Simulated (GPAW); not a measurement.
## W3N4 in GPAW: the effect of target pressure

Crystal: W3N4.

```
CELL_PARAMETERS angstrom
4.12200 0.00000 0.00000
0.00000 4.12200 0.00000
0.00000 0.00000 4.12200
ATOMIC_POSITIONS crystal
W 0.50000 0.00000 0.50000
W 0.00000 0.50000 0.50000
W 0.50000 0.50000 0.00000
N 0.00000 0.00000 0.50000
N 0.00000 0.50000 0.00000
N 0.50000 0.00000 0.00000
N 0.50000 0.50000 0.50000
```

Alike in all runs:

* Program: GPAW 26.7.0
* Task: relaxation of cell and atoms
* Functional: PBEsol
* Potentials or basis: PAW data sets generated in the run's folder for this functional
* Cutoff: 800 eV
* Basis: pw
* k mesh: 5 × 5 × 5
* Occupations: fermi-dirac, width 0.05 eV
* Spin: no spin polarisation

Each run relaxes the cell or the atoms first.

```csv
target pressure,target pressure,relaxed volume (Å³/atom)
0 GPa,-,10.38
2 GPa,2 GPa,10.32
5 GPa,5 GPa,10.24
10 GPa,10 GPa,?
20 GPa,20 GPa,9.90
30 GPa,30 GPa,9.70
```

What does the run with target pressure 10 GPa give?

Relaxed volume 10.12 Å³/atom.

Worked out: In Murnaghan's law V^(-B') rises as a straight line in P. The other rows fit best with B' = 5.2, V0 = 10.38 Å³/atom and B0 = 372 GPa, which gives 10.12 Å³/atom at 10 GPa, against the run's 10.12.

Caveats: later steps reuse the first step's grids.
